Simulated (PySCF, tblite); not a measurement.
# C₇H₃FN radical: geometry, infrared bands and EPR parameters

What infrared bands and EPR parameters should C₇H₃FN radical (`N#CC1=C[C@H]2C=C(F)[C]12`) show?

Programs: tblite 0.8.0 and PySCF 2.14.0, with density-fitted response routines of our own. Each step states its level of theory. These are calculated values for one molecule in the gas phase, unless marked as measured. Atoms are numbered from 0 throughout.

### Step 1. The starting structure

12 atoms, charge 0, multiplicity 2; geometry from: force field or distance geometry start.

Bonds of the start (Å): N0–C1 1.16, C1–C2 1.53, C2–C3 1.33, C3–C4 1.49, C4–C5 1.48, C5–C6 1.35, C6–F7 1.34, C6–C8 1.54, C8–C2 1.53, C8–C4 1.55, C3–H9 1.09, C4–H10 1.11, C5–H11 1.09.

### Step 2. Optimising the geometry with GFN2-xTB

What the job is given:

```
{"job": {"kind": "relax", "xc": "GFN2-xTB", "basis": "xTB"}, "charge": 0, "multiplicity": 2}
N      3.118900     1.960600    -1.337800
C      2.250500     1.265400    -0.999300
C      1.141100     0.321100    -0.537900
C      0.979300    -0.921100    -0.087000
C     -0.500300    -0.755400    -0.206000
C     -1.395400    -0.650900     0.973700
C     -1.615900     0.643900     0.660800
F     -2.488600     1.570400     1.084100
C     -0.237000     0.759300    -0.025700
H      1.622100    -1.791200     0.038700
H     -0.962600    -1.020100    -1.179400
H     -1.910700    -1.382500     1.589800
```

On the command line:

```
> OMP_NUM_THREADS=1 python probes_run.py task.json out
```

The driver reads the jobs from task.json and runs them one after another.

**Question.** This job is followed by: GFN2-xTB harmonic vibrations, gas phase; UKS B3LYP, pcH-1 on C F H N, non-relativistic, mean-field spin-orbit, GIAO. Predict these results of the whole session: strongest single infrared mode (GFN2-xTB); zero-point energy (GFN2-xTB); g(iso) (B3LYP); ⟨S²⟩; largest a(iso); potential on the surface of density 0.002 e/bohr³, 1st and 99th percentile.

**Answer**, as computed:

```
                                                                  quantity                  value
                                 strongest single infrared mode (GFN2-xTB)  1626 cm⁻¹, 188 km/mol
                                              zero-point energy (GFN2-xTB)          46.5 kcal/mol
                                                            g(iso) (B3LYP)                2.00243
                                                                      ⟨S²⟩     0.777 (exact 0.75)
                                                            largest a(iso)   13C on C8, 271.4 MHz
potential on the surface of density 0.002 e/bohr³, 1st and 99th percentile     -1.67 V and 1.49 V
```

What this shows: Relaxing lowered the energy by 2.572 eV in 63 steps; the close pair that moved most is C1–C2, from 1.528 to 1.397 Å. No mode is imaginary among the 30: a minimum at this level. The strongest single mode, at 1626 cm⁻¹, moves mainly C6. Unscaled tight-binding wavenumbers are off by several per cent, some by more. Its intensities can rank the bands wrongly. The largest share of the spin, 0.76 e, sits on C8. The isotropic g lies 0.1 ppt above the free-electron value. The conformer search found further structures of the same energy, which may be mirror or relabelled copies of this one.
